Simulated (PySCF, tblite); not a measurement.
# C₆H₈NP: geometry, infrared bands and NMR shifts

What infrared bands and NMR shifts should C₆H₈NP (`CC1=C(C)P1CC#N`) show?

Programs: tblite 0.8.0 and PySCF 2.14.0, with density-fitted response routines of our own. Each step states its level of theory. These are calculated values for one molecule in the gas phase, unless marked as measured. Atoms count from 0, in the outputs and in this text.

## (1) Starting geometry

16 atoms, charge 0, multiplicity 1; geometry from: force field or distance geometry start.

Bonds of the start (Å): C0–C1 1.50, C1–C2 1.35, C2–C3 1.51, C2–P4 1.82, P4–C5 1.88, C5–C6 1.46, C6–N7 1.18, P4–C1 1.86, C0–H8 1.13, C0–H9 1.12, C0–H10 1.11, C3–H11 1.13, C3–H12 1.09, C3–H13 1.11, C5–H14 1.14, C5–H15 1.08.

## (2) Geometry optimisation with GFN2-xTB

What the job is given:

```
{"job": {"kind": "relax", "xc": "GFN2-xTB", "basis": "xTB"}, "charge": 0, "multiplicity": 1}
C     -1.297500     2.067900    -0.057000
C     -0.725900     0.761600     0.397100
C     -0.844600    -0.563800     0.596700
C     -1.740200    -1.769700     0.462800
P      0.801000     0.011000     1.136400
C      2.143700    -0.108400    -0.179000
C      3.340700    -0.572600     0.508100
N      4.303300    -0.943800     1.071300
H     -0.475300     2.775700    -0.359400
H     -1.856600     2.594800     0.754500
H     -1.962600     1.925100    -0.938900
H     -1.132800    -2.705100     0.669600
H     -2.149300    -1.877100    -0.537500
H     -2.542100    -1.793300     1.224700
H      2.305100     0.967600    -0.509000
H      1.825400    -0.761000    -0.984100
```

Run with:

```bash
OMP_NUM_THREADS=1 python probes_run.py task.json out
```

The driver reads the jobs from task.json and runs them one after another.

**Question.** This job is followed by: GFN2-xTB harmonic vibrations, gas phase; GIAO PBE0/pcSseg-1 NMR shielding, non-relativistic, gas phase. What will the session give for the following? strongest single infrared mode (GFN2-xTB); zero-point energy (GFN2-xTB); 13C shifts against TMS (PBE0/pcSseg-1, means over atoms taken as alike); 1H shifts against TMS (PBE0/pcSseg-1, means over atoms taken as alike); 31P shifts against H3PO4 (PBE0/pcSseg-1); 15N shifts against NH3 (PBE0/pcSseg-1); surface potential, 1st and 99th percentile.

As calculated:

```
                                                               quantity                         value
                              strongest single infrared mode (GFN2-xTB)         2386 cm⁻¹, 255 km/mol
                                           zero-point energy (GFN2-xTB)                 75.5 kcal/mol
13C shifts against TMS (PBE0/pcSseg-1, means over atoms taken as alike)  130.8, 120.7, 18.9, 15.5 ppm
 1H shifts against TMS (PBE0/pcSseg-1, means over atoms taken as alike)                2.64, 1.81 ppm
                               31P shifts against H3PO4 (PBE0/pcSseg-1)                    -209.5 ppm
                                 15N shifts against NH3 (PBE0/pcSseg-1)                     307.9 ppm
                                  surface potential, 1st and 99th percentile            -1.84 V and 1.14 V
```

**Reading.** Relaxing lowered the energy by 0.658 eV in 242 steps; the close pair that moved most is P4–C5, from 1.883 to 1.928 Å. No mode is imaginary among the 42: a minimum at this level. The strongest single mode, at 2386 cm⁻¹, moves mainly C6 and N7. GFN2-xTB is a fitted tight-binding method: band positions and strengths are rough. Its intensities can rank the bands wrongly. The most deshielded carbon is C1, C2 (mean) (fully substituted alkene carbon), at 130.8 ppm: the olefinic region. The most deshielded hydrogen is H8, H9, H10, H11, H12, H13 (mean) (hydrogen on an allylic methyl carbon), at 2.64 ppm: allylic position. At PBE0/pcSseg-1: The widest tensor belongs to P4: span 729 ppm, with a paramagnetic part of -438 ppm.
